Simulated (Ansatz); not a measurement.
# C₄H₁₄FN₃Ti: up Jacob's ladder to CCSD(T)

One table from this session's results is given with a row withheld; the runs are named, their logs left out.

Computed with Ansatz 0.2.0, Gaussian basis. Level: functionals in def2-TZVPP, the program's frozen cores in correlated methods.

Plan: LDA (SPW92), PBE-D4, revPBE-D4, BLYP-D4, r2SCAN-D4, B97M-V, PBE0-D4, B3LYP-D4, r2SCANh-D4, r2SCAN0-D4, HSE06-D4, BHLYP-D4, CAM-B3LYP-D4, LC-ωPBE, ωB97X-V, ωB97M-V, B2PLYP, PBE-QIDH; CCSD(T)/def2-SVP; CCSD(T)/def2-TZVPP; MP2/def2-QZVPP; extrapolation to the limit; RPA on PBE.

### The geometry

An earlier PBE0-D4 in a triple-zeta def2 set relaxation fixed the geometry.

SMILES `C[N](C)[Ti]([NH2])([F])[N](C)C`, 23 atoms, charge 0, spin multiplicity 1.

Atoms are counted from 1 here; the program's logs count them from 0.

Bond lengths: C1–N2 1.437 Å, C1–H10 1.100 Å, C1–H11 1.100 Å, C1–H12 1.090 Å, N2–C3 1.444 Å, N2–Ti4 1.877 Å, C3–H13 1.095 Å, C3–H14 1.100 Å, C3–H15 1.099 Å, Ti4–N5 1.894 Å, Ti4–F6 1.800 Å, Ti4–N7 1.875 Å, N5–H16 1.009 Å, N5–H17 1.012 Å, N7–C8 1.444 Å, N7–C9 1.438 Å, C8–H18 1.099 Å, C8–H19 1.095 Å and more. Angles: N2–C1–H10 111.3°, N2–C1–H11 111.5°, N2–C1–H12 110.3°, H10–C1–H11 107.1°, H10–C1–H12 108.1°, H11–C1–H12 108.4°, C1–N2–C3 113.5°, C1–N2–Ti4 131.7°, C3–N2–Ti4 114.7°, N2–C3–H13 111.0°, N2–C3–H14 111.4°, N2–C3–H15 111.6°, H13–C3–H14 107.4°, H13–C3–H15 107.4°, H14–C3–H15 107.8°, N2–Ti4–N5 106.2°, N2–Ti4–F6 111.4°, N2–Ti4–N7 105.9° and more.

The first run:

Input file in.yaml:

```yaml
crystal:
  periodic: [false, false, false]
  atoms:
    - {symbol: C, position_ang: [-0.850154, -1.969058, 0.427972]}
    - {symbol: N, position_ang: [-0.742572, -0.683902, 1.060822]}
    - {symbol: C, position_ang: [-1.411321, -0.614795, 2.338628]}
    - {symbol: Ti, position_ang: [0.034272, 0.927367, 0.493224]}
    - {symbol: N, position_ang: [1.605957, 1.147933, 1.526275]}
    - {symbol: F, position_ang: [-1.113379, 2.304148, 0.656027]}
    - {symbol: N, position_ang: [0.527191, 0.656705, -1.295871]}
    - {symbol: C, position_ang: [-0.544629, 0.756968, -2.258088]}
    - {symbol: C, position_ang: [1.809330, 0.392968, -1.890534]}
    - {symbol: H, position_ang: [-0.395016, -2.757602, 1.045061]}
    - {symbol: H, position_ang: [-1.900698, -2.251842, 0.264644]}
    - {symbol: H, position_ang: [-0.342993, -1.959762, -0.537245]}
    - {symbol: H, position_ang: [-1.322199, 0.385840, 2.774788]}
    - {symbol: H, position_ang: [-0.978946, -1.325822, 3.057261]}
    - {symbol: H, position_ang: [-2.483555, -0.838644, 2.247569]}
    - {symbol: H, position_ang: [2.000279, 0.468803, 2.160270]}
    - {symbol: H, position_ang: [2.069768, 2.038689, 1.649042]}
    - {symbol: H, position_ang: [-0.358727, 1.557218, -2.987930]}
    - {symbol: H, position_ang: [-1.496114, 0.979244, -1.764131]}
    - {symbol: H, position_ang: [-0.672506, -0.182054, -2.815610]}
    - {symbol: H, position_ang: [2.579979, 0.355324, -1.120709]}
    - {symbol: H, position_ang: [2.081524, 1.171980, -2.617664]}
    - {symbol: H, position_ang: [1.809607, -0.566606, -2.428400]}
basis:
  gaussian: {orbitals: def2-TZVPP}
hamiltonian: {xc: lda}
output: {orbitals: {seedname: orbitals}}
```

Steps of the session up to this table: LDA; PBE-D4 (GGA); revPBE-D4 (GGA); BLYP-D4 (GGA); r2SCAN-D4 (meta-GGA); B97M-V (meta-GGA); PBE0-D4 (hybrid); B3LYP-D4 (hybrid); r2SCANh-D4 (hybrid); r2SCAN0-D4 (hybrid); HSE06-D4 (hybrid); BHLYP-D4 (hybrid); CAM-B3LYP-D4 (range-separated); LC-ωPBE (range-separated); ωB97X-V (range-separated); ωB97M-V (range-separated); B2PLYP (double hybrid); PBE-QIDH (double hybrid).

One table of the session follows, with a row left open; its other results are not shown here.

It belongs to the step «Orbital energies across the functionals». 

```
  functional  HOMO (eV)  gap (eV)
 LDA (SPW92)      -5.23      3.37
      PBE-D4      -5.09      3.44
   revPBE-D4      -5.03      3.45
     BLYP-D4      -4.99      3.42
   r2SCAN-D4      -5.30      3.76
      B97M-V      -5.45      3.83
     PBE0-D4      -6.34      5.64
    B3LYP-D4      -6.15      5.17
  r2SCANh-D4      -5.78      4.60
  r2SCAN0-D4      -6.50      5.88
    HSE06-D4      -5.94      4.86
    BHLYP-D4      -7.54      7.95
CAM-B3LYP-D4      -7.70      8.10
     LC-ωPBE          ?         ?
     ωB97X-V      -8.68     10.18
     ωB97M-V      -8.61      9.89
```

Estimate the missing values for LC-ωPBE.

As computed: HOMO (eV): -8.99; gap (eV): 10.55. In the column «HOMO (eV)» it is the lowest.
